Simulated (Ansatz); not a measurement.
## CO₂, space group P4_2/mnm: a convergence test of the plane-wave cutoff

Program: Ansatz 0.2.0 through its Python package.

Contents of `co2.xyz`:
```text
6
Lattice="3.5161 0.0 0.0 0.0 3.5161 0.0 0.0 0.0 4.1043" Properties=species:S:1:pos:R:3 pbc="T T T"
C     0.00000000    0.00000000    0.00000000
C     1.75805000    1.75805000    2.05215000
O     0.80870300    0.80870300    0.00000000
O     0.94934700    2.56675300    2.05215000
O     2.70739700    2.70739700    0.00000000
O     2.56675300    0.94934700    2.05215000
```

Script `run_ecut.py`:
```python
"""Cutoff test for CO2."""

import logging
import sys

import ansatz as az

logging.basicConfig(stream=sys.stdout, format="[%(levelname)s] %(message)s")
log = logging.getLogger("ansatz_job")
log.setLevel(logging.INFO)


def main() -> None:
    crystal = az.Crystal.from_extxyz("co2.xyz")

    model = (
        crystal.calculation()
        .functional("r2SCAN")
        .kpoints(5)
        .occupations("Fixed")
    )

    rows = []
    for value in [300, 375, 450, 525, 600, 675]:
        rep = model.basis(value).run(threads=1).report
        rows.append((value, rep["free_energy_ev"] / len(rep["lattice"]["sites"]), rep["n_iterations"], rep["n_pw"]))

    log.info(" cutoff (eV)   F/atom (eV)    iterations   plane waves")
    for row in rows:
        log.info(f"{str(row[0]):>12s}  {row[1]:12.5f}  {row[2]:12d}  {row[3]:12d}")

    # the last row is the reference
    for row in rows[:-1]:
        shift = 1000 * (row[1] - rows[-1][1])
        log.info(f"{row[0]}: {shift:+.2f} meV/atom" + ("  (within 1 meV)" if abs(shift) < 1 else ""))


if __name__ == "__main__":
    main()
```

```console
$ python run_ecut.py
DeckWarning: basis.ecutwfc = 300 eV is below the records' recommended 500 eV, and the density's cutoff is lower with it unless basis.ecutrho_ratio is high enough to keep the records' density cutoff: compare with a run at a higher cutoff
DeckWarning: basis.ecutwfc = 375 eV is below the records' recommended 500 eV, and the density's cutoff is lower with it unless basis.ecutrho_ratio is high enough to keep the records' density cutoff: compare with a run at a higher cutoff
DeckWarning: basis.ecutwfc = 450 eV is below the records' recommended 500 eV, and the density's cutoff is lower with it unless basis.ecutrho_ratio is high enough to keep the records' density cutoff: compare with a run at a higher cutoff
[INFO]  cutoff (eV)   F/atom (eV)    iterations   plane waves
[INFO]          300    -461.97946             7           583
[INFO]          375    -462.28470             6           829
[INFO]          450    -462.30997             7          1119
[INFO]          525    -462.31208             7          1367
[INFO]          600    -462.31408             7          1685
[INFO]          675    -462.31523             7          2041
[INFO] 300: +335.78 meV/atom
[INFO] 375: +30.53 meV/atom
[INFO] 450: +5.26 meV/atom
[INFO] 525: +3.15 meV/atom
[INFO] 600: +1.15 meV/atom
```
(Warnings from the package without file and line.)

What to keep in mind:
- The structure is a deposited one; some such entries were measured under pressure or heat, so a shift against it needn't be the functional's error alone.
- Shifts are counted from the last row, which is itself no proven limit.
- The whole script took 19 s on 1 thread of Arm Neoverse V1 (shared host), peak memory 0.47 GiB.

(Lines on the test bed's own set-up are left out of the output.)
